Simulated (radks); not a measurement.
# The first electron to leave Nd⁸⁺

Nd⁸⁺ stands in [Kr] 4d10 5s2 5p4. From which sub-shell is an electron easiest to take? Each removal is a run of its own. The parent's configuration is the lowest that an earlier search found at this level.

Program: radks (a radial shooting solver on a logarithmic mesh, Libxc functionals) version 1. Level of theory: scalar-relativistic Kohn-Sham, LDA (Slater exchange, Perdew-Wang correlation), spin-polarised, spherical densities, finite nucleus; open shells are filled with parallel spins first. These are calculated values, not measurements, unless marked.

5 further runs of the same task are left out: 5 set aside as unsound or not needed.

## 1. The system

| Property | Result |
| --- | --- |
| element | neodymium (Z = 60) |
| charge | +8 |
| electrons | 52 |
| configuration | [Kr] 4d10 5s2 5p4 |
| nuclear rms radius | 4.9123 fm |

The outer shells:

Nd⁸⁺
```
[Kr] core
4d [↑↓][↑↓][↑↓][↑↓][↑↓]
5s [↑↓]
5p [↑↓][↑ ][↑ ]
```

## 2. The parent, Nd⁸⁺

From an earlier run at this level the parent has E = -9600.294309 hartree and these outer levels (eV):

```
  level  occupation  energy (eV)
  4p up           3      -362.27
4p down           3      -361.84
  4d up           5      -251.26
4d down           5      -250.74
  5s up           1      -150.60
5s down           1      -148.58
  5p up           3      -126.60
5p down           1      -124.55
```

## 3. Remove 5p: [Kr] 4d10 5s2 5p3

The run's settings:

```text
Z 60
configuration [Kr] 4d10 5s2 5p3
relativity scalar-relativistic
functional lda,pw
spin polarised
nucleus finite rms 4.9123 fm
c 137.035999084
```

## 4. Remove 5s: [Kr] 4d10 5s1 5p4

The run's settings:

```text
Z 60
configuration [Kr] 4d10 5s1 5p4
relativity scalar-relativistic
functional lda,pw
spin polarised
nucleus finite rms 4.9123 fm
c 137.035999084
```

## 5. Remove 4d: [Kr] 4d9 5s2 5p4

The run's settings:

```text
Z 60
configuration [Kr] 4d9 5s2 5p4
relativity scalar-relativistic
functional lda,pw
spin polarised
nucleus finite rms 4.9123 fm
c 137.035999084
```

## 6. Remove 4p: [Ar] 3d10 4s2 4p5 4d10 5s2 5p4

The run's settings:

```text
Z 60
configuration [Ar] 3d10 4s2 4p5 4d10 5s2 5p4
relativity scalar-relativistic
functional lda,pw
spin polarised
nucleus finite rms 4.9123 fm
c 137.035999084
```

Q: Predict the outcome of this session. Wanted: for each run, case; final configuration; Δ-SCF; −ε of the level emptied.

The runs gave:

```
     case             final configuration  Δ-SCF (eV)  −ε of the level emptied (eV)
remove 5p               [Kr] 4d10 5s2 5p3      131.99                        124.55
remove 5s               [Kr] 4d10 5s1 5p4      156.68                        148.58
remove 4d                [Kr] 4d9 5s2 5p4      264.64                        250.74
remove 4p  [Ar] 3d10 4s2 4p5 4d10 5s2 5p4      376.38                        361.84
```

**Reading.** The 5p electron leaves first, at 131.99 eV; the next cheapest, 5s, costs 156.68 eV. 5p is also the highest occupied level of the parent. NIST lists 136 eV (theoretical); its ground configuration differs from the one found lowest here for the parent and the ion. Open shells are spherical and high-spin; term and fine-structure splittings are not resolved. Spin-orbit splitting is averaged out at the scalar-relativistic level.
